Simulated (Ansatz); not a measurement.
# Ge₂H₄Cl₂: up Jacob's ladder to CCSD(T)

How much do the methods differ for Ge₂H₄Cl₂? The plan is to run it at one geometry with functionals of several rungs and with coupled cluster, and see how far each lands from CCSD(T) at the basis-set limit for the atomisation energy.

Computed with Ansatz 0.2.0, Gaussian basis. Level: functionals in def2-TZVPP, the program's frozen cores in correlated methods.

The runs, in order: LDA (SPW92), PBE-D4, revPBE-D4, BLYP-D4, r2SCAN-D4, B97M-V, PBE0-D4, B3LYP-D4, r2SCANh-D4, r2SCAN0-D4, HSE06-D4, BHLYP-D4, CAM-B3LYP-D4, LC-ωPBE, ωB97X-V, ωB97M-V, B2PLYP, PBE-QIDH; CCSD(T)/def2-SVP; CCSD(T)/def2-TZVPP; MP2/def2-QZVPP; extrapolation to the limit; RPA on PBE.

### 1 Structure used throughout

The geometry comes from an earlier relaxation with PBE0-D4 in a triple-zeta def2 set; it is a stationary point, not always the lowest conformer.

8 atoms, charge 0, spin multiplicity 1.

Atoms are counted from 1 here; the program's logs count them from 0.

Bond lengths: Cl1–Ge2 2.154 Å, Ge2–Cl3 2.154 Å, Ge2–Ge4 2.424 Å, Ge2–H5 1.536 Å, Ge4–H6 1.534 Å, Ge4–H7 1.534 Å, Ge4–H8 1.531 Å. Angles: Cl1–Ge2–Cl3 107.2°, Cl1–Ge2–Ge4 108.6°, Cl1–Ge2–H5 106.4°, Cl3–Ge2–Ge4 108.6°, Cl3–Ge2–H5 106.4°, Ge4–Ge2–H5 119.0°, Ge2–Ge4–H6 108.6°, Ge2–Ge4–H7 108.6°, Ge2–Ge4–H8 107.6°, H6–Ge4–H7 110.3°, H6–Ge4–H8 110.8°, H7–Ge4–H8 110.8°.

### 2 LDA

This LDA is Slater exchange with PW92 correlation.

File in.yaml:

```yaml
crystal:
  periodic: [false, false, false]
  atoms:
    - {symbol: Cl, position_ang: [1.194359, -2.291371, -0.804317]}
    - {symbol: Ge, position_ang: [1.032166, -0.421382, 0.253030]}
    - {symbol: Cl, position_ang: [0.961050, -0.882920, 2.356141]}
    - {symbol: Ge, position_ang: [-1.051050, 0.646050, -0.376542]}
    - {symbol: H, position_ang: [2.352909, 0.325719, 0.017657]}
    - {symbol: H, position_ang: [-1.189901, 1.954078, 0.412566]}
    - {symbol: H, position_ang: [-1.019446, 0.932783, -1.883094]}
    - {symbol: H, position_ang: [-2.187989, -0.319857, -0.031241]}
basis:
  gaussian: {orbitals: def2-TZVPP}
hamiltonian: {xc: lda}
output: {orbitals: {seedname: orbitals}}
```

The runs that follow: PBE-D4 (GGA); revPBE-D4 (GGA); BLYP-D4 (GGA); r2SCAN-D4 (meta-GGA); B97M-V (meta-GGA); PBE0-D4 (hybrid); B3LYP-D4 (hybrid); r2SCANh-D4 (hybrid); r2SCAN0-D4 (hybrid); HSE06-D4 (hybrid); BHLYP-D4 (hybrid); CAM-B3LYP-D4 (range-separated); LC-ωPBE-D4 (range-separated); ωB97X-V (range-separated); ωB97M-V (range-separated); B2PLYP (double hybrid); PBE-QIDH (double hybrid); CCSD(T) in def2-SVP; CCSD(T) in def2-TZVPP; MP2 in def2-QZVPP; RPA on PBE orbitals.

Before running them: what should the planned runs give, taken together? Wanted: atomisation energy, CCSD(T)/CBS; farthest beyond LDA; mean size of error, GGA; mean size of error, meta-GGA; mean size of error, hybrid; mean size of error, range-separated; mean size of error, double hybrid; gap, smallest and largest; T1 diagnostic.

As calculated:

```
                               quantity                                                 value
        atomisation energy, CCSD(T)/CBS                                         2140.6 kJ/mol
 functionals within 21.4 kJ/mol (1.0 %)  r2SCAN-D4, r2SCANh-D4, r2SCAN0-D4, ωB97X-V, PBE-QIDH
                    farthest beyond LDA                              revPBE-D4 (-71.0 kJ/mol)
                mean size of error, GGA                                           54.5 kJ/mol
           mean size of error, meta-GGA                                           21.0 kJ/mol
             mean size of error, hybrid                                           34.1 kJ/mol
    mean size of error, range-separated                                           32.2 kJ/mol
      mean size of error, double hybrid                                           40.4 kJ/mol
              gap, smallest and largest             5.05 eV (LDA (SPW92)), 12.10 eV (LC-ωPBE)
                          T1 diagnostic                                                0.0106
triples share of the correlation energy                                                 3.8 %
```

What this shows: LDA overbinds by 275.8 kJ/mol (13 %). PBE-D4 misses by -21.5 kJ/mol. Double hybrids carry the basis error of their MP2 part in triple zeta, and no dispersion term here, so their miss is partly the set-up's. Taken by rung, meta-GGA functionals do best (21.0 kJ/mol on average) and GGA ones worst beyond LDA (54.5 kJ/mol). Misses under about 21.4 kJ/mol are within the doubt on the reference itself, which lacks core-valence correlation, relativity and higher excitations, and its outer-core shells are covered unevenly. Hartree-Fock recovers 73 % of the binding; the rest is correlation. CCSD(T) in def2-SVP is off by -176.6 kJ/mol, so the small basis spoils what the method gains. The gap grows from 5.1 to 12.1 eV across the functionals, mostly with the share of exact exchange. Correlated methods include outer-core shells of Ge, which these sets cover unevenly.
